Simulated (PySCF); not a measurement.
# C4H12Sn (SnMe4): the cost of one run

Programs: PySCF 2.14.0, with routines of our own; each step states its level. All values are computed. Atoms count from 0.

## Step 1: The system as given

17 atoms, charge 0, multiplicity 1; geometry from: GFN2-xTB.

## Step 2: NMR shieldings: PBE0/pcSseg-1 Sn:us-x2c-TZVPall-2c, spin–orbit

The job: settings as JSON, then the geometry in Å.

```
{"job": {"xc": "PBE0", "basis": {"default": "pcSseg-1", "Sn": "us-x2c-TZVPall-2c"}, "rel": "so", "kind": "hnmr"}, "charge": 0, "multiplicity": 1}
Sn     0.000160     0.000310     0.000200
C     -0.001090    -0.015540     2.194810
H     -1.014220     0.055430     2.572980
H      0.567870     0.822720     2.579390
H      0.441110    -0.931170     2.569370
C      2.067510     0.005090    -0.731440
H      2.086900    -0.096750    -1.810280
H      2.625000    -0.817210    -0.298520
H      2.561250     0.932550    -0.465020
C     -1.033540     1.797610    -0.718940
H     -0.935450     1.887160    -1.794670
H     -0.612700     2.685510    -0.261440
H     -2.088270     1.752920    -0.473460
C     -1.031880    -1.788190    -0.744120
H     -2.016230    -1.869360    -0.298390
H     -0.470210    -2.682370    -0.499720
H     -1.146210    -1.738690    -1.820760
```

With the program's defaults for keys left out, this is: PBE0/pcSseg-1 Sn:us-x2c-TZVPall-2c GIAO NMR shielding, X2C with spin-orbit coupling, screened-nuclear two-electron part, Gaussian nuclei, gas phase.

Run with:

```console
OMP_NUM_THREADS=1 python heavy_run.py task.json out
```

The driver reads the jobs from task.json and runs them one after another.

**Question.** How long does this first job take on 1 thread of Intel Xeon 6975P-C, shared host, and how much memory does it need?

About 98 s, with a peak of 1.4 GiB.
